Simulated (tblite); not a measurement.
# C4H14BN2P: the cost of one run

Computed with tblite 0.8.0 and PySCF 2.14.0, with density-fitted response routines of our own, on a single molecule in the gas phase. Atoms are numbered from 0 throughout.

## Step 1: Starting geometry

22 atoms, charge 0, multiplicity 1; geometry from: force field or distance geometry start.

Bonds of the start (Å): C0–C1 1.34, C1–C2 1.51, C2–C3 1.55, C3–N4 1.47, C1–B5 1.60, B5–N6 1.54, B5–P7 1.95, C0–H8 1.09, C0–H9 1.07, C2–H10 1.11, C2–H11 1.12, C3–H12 1.09, C3–H13 1.11, N4–H14 1.05, N4–H15 1.04, B5–H16 1.20, N6–H17 1.04, N6–H18 1.04, N6–H19 1.05, P7–H20 1.45, P7–H21 1.46.

## Step 2: Geometry optimisation with GFN2-xTB

The job: settings as JSON, then the geometry in Å.

```
{"job": {"kind": "relax", "xc": "GFN2-xTB", "basis": "xTB"}, "charge": 0, "multiplicity": 1}
C      0.507800    -0.150600    -1.802500
C      0.286600    -0.290700    -0.492300
C     -1.010300    -0.867200     0.015300
C     -2.140700     0.182500    -0.098900
N     -3.386800    -0.378400     0.440200
B      1.419000     0.119500     0.564300
N      1.752000     1.622900     0.445100
P      3.038400    -0.935500     0.281100
H     -0.260000    -0.435300    -2.517600
H      1.428900     0.249900    -2.182000
H     -0.932500    -1.192600     1.069000
H     -1.286100    -1.767600    -0.583500
H     -2.287400     0.485700    -1.140100
H     -1.857400     1.072200     0.501900
H     -4.105000     0.393900     0.419700
H     -3.724100    -1.111100    -0.218700
H      1.043500    -0.092000     1.680100
H      0.870700     2.174400     0.524300
H      2.214200     1.826500    -0.459300
H      2.399200     1.897500     1.231300
H      3.597900    -0.612800     1.578800
H      2.421600    -2.171800     0.742900
```

Command:

```
OMP_NUM_THREADS=1 python probes_run.py task.json out
```

One launch serves the whole session: the jobs run in the order shown.

Q: Estimate the wall time and peak memory of this first job on 1 thread of Arm Neoverse N1, shared host.

About 1.8 s, with a peak of 0.18 GiB.
